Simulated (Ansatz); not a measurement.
**PBE-QIDH/def2-TZVPP run of CH3F (SMILES CF)**

What is the electronic atomisation energy of CH3F at PBE-QIDH/def2-TZVPP? 

Program for the calculation: Ansatz 0.2.0.

45 further runs of the same task are left out: 45 set aside as unsound or not needed.

## 1. The system as given

CH3F has 5 atoms, charge 0, and is taken as a singlet. As SMILES, `CF`. The coordinates come from a PBE0-D4/def2-TZVP relaxation.

Bond lengths: C1–F2 1.376 Å, C1–H3 1.092 Å, C1–H4 1.092 Å, C1–H5 1.092 Å. Angles: F2–C1–H3 109.1°, F2–C1–H4 109.1°, F2–C1–H5 109.1°, H3–C1–H4 109.9°, H3–C1–H5 109.9°, H4–C1–H5 109.9°.

## 2. A single-point energy at PBE-QIDH/def2-TZVPP

Contents of in.yaml:

```yaml
basis:
  gaussian: {orbitals: def2-TZVPP}
crystal:
  periodic: [false, false, false]
  atoms:
    - {symbol: C, position_ang: [-0.050700, 0.032900, 0.007800]}
    - {symbol: F, position_ang: [1.094100, -0.710500, -0.168600]}
    - {symbol: H, position_ang: [-0.918700, -0.626900, -0.058000]}
    - {symbol: H, position_ang: [-0.104800, 0.796000, -0.772000]}
    - {symbol: H, position_ang: [-0.019800, 0.508500, 0.990700]}
hamiltonian: {xc: {name: PBE-QIDH}}
correlation: {frozen_orbitals: {C: 1, F: 1, H: 0}}
accuracy: high
output: {orbitals: {seedname: orbitals}}
```

The run is started by

```sh
$ ansatz run in.yaml --threads 1 --pin off --max-ram 3480MiB --events-out events.jsonl --progress --plain --runs-dir runs
```

The log of the run:

```text
Warning: RAYON_NUM_THREADS=1 ignored (pool sized by the plan → 1); use --threads N
Functional definition: PBE-QIDH
  name "PBE-QIDH"
  parameter a = 3^(-1/3)
  parameter c = 1/3
  exchange = (1 - a)*pbe_x + a*exact_x
  correlation = (1 - c)*pbe_c + c*(mp2_os + mp2_ss)
1796 factors; integrals over basis functions are off by at most 3.2e-9 eV
mean field evaluation 1: about -3794.5403 eV, gradient 2.2e1 eV
mean field evaluation 2: about -3794.5414 eV, gradient 2.2e1 eV
mean field evaluation 4: about -3795.3881 eV, gradient 2.3e0 eV
mean field evaluation 8: about -3795.3965 eV, gradient 1.2e-2 eV
mean field evaluation 16: about -3795.3965 eV, gradient 1.4e-7 eV
mean field -3795.39653408 eV, -139.4782500153 hartree, gradient 3.8e-8 eV, S^2 0.000000; 0 other end points of the search recorded, 0 dependent functions left out
2 core orbitals not correlated: weight in the atoms' cores, before any rotation towards them, 1.000 or more for the frozen orbitals, at most 0.000 for the correlated occupied ones
reference -3795.39653484 eV, -139.4782500434 hartree; 7, 7 occupied and 95, 95 virtual orbitals, 1796 factors
second order -13.04746112 eV of doubles, -0.00000000 eV of singles
Total energy: -3799.74568855 eV, -139.6380784942 hartree
```

It took 5.4 s on 1 thread of Arm Neoverse V1, shared host; peak memory 0.23 GiB.

## 3. The C atom

Contents of job.yaml:

```yaml
basis:
  gaussian:
    orbitals: def2-TZVPP
crystal:
  periodic: [false, false, false]
  atoms:
    - symbol: C
      position_ang: [0.000000, 0.000000, 0.000000]
correlation:
  frozen_orbitals: {C: 1}
accuracy: high
hamiltonian:
  xc: {name: PBE-QIDH}
magnetization:
  spin_polarized: true
  initial_magnetization: 2
```

Run the same way, it converges to -37.80052 Eh (log not shown).

## 4. The F atom

Contents of molecule.yaml:

```yaml
basis:
  gaussian:
    orbitals: def2-TZVPP
crystal:
  periodic: [false, false, false]
  atoms:
    - {symbol: F, position_ang: [0.000000, 0.000000, 0.000000]}
accuracy: high
magnetization:
  spin_polarized: true
  initial_magnetization: 1
correlation:
  frozen_orbitals: {F: 1}
hamiltonian:
  xc: {name: PBE-QIDH}
```

Run the same way, it converges to -99.66615 Eh (log not shown).

## 5. The H atom

Contents of in.yaml:

```yaml
crystal:
  periodic: [false, false, false]
  atoms:
    - {symbol: H, position_ang: [0.000000, 0.000000, 0.000000]}
basis:
  gaussian:
    orbitals: def2-TZVPP
magnetization:
  spin_polarized: true
  initial_magnetization: 1
hamiltonian:
  xc: {name: PBE-QIDH}
correlation:
  frozen_orbitals: {H: 0}
accuracy: high
```

Run the same way, it converges to -0.50179 Eh (log not shown).

## 6. Results

Level: PBE-QIDH/def2-TZVPP, 2 core orbitals frozen.

```
                                     quantity          value
                       molecule: total energy  -139.63808 Eh
  molecule: HOMO energy (SCF part's orbitals)      -12.77 eV
  molecule: LUMO energy (SCF part's orbitals)        3.15 eV
molecule: HOMO–LUMO gap (SCF part's orbitals)       15.92 eV
                         C atom: total energy   -37.80052 Eh
                                 C atom: ⟨S²⟩          2.006
                         F atom: total energy   -99.66615 Eh
                                 F atom: ⟨S²⟩          0.753
                         H atom: total energy    -0.50179 Eh
                                 H atom: ⟨S²⟩          0.750
                electronic atomisation energy      18.124 eV
```

Taking the molecule apart into free atoms costs 18.12 eV (418 kcal/mol), before zero-point energy and without spin-orbit coupling.
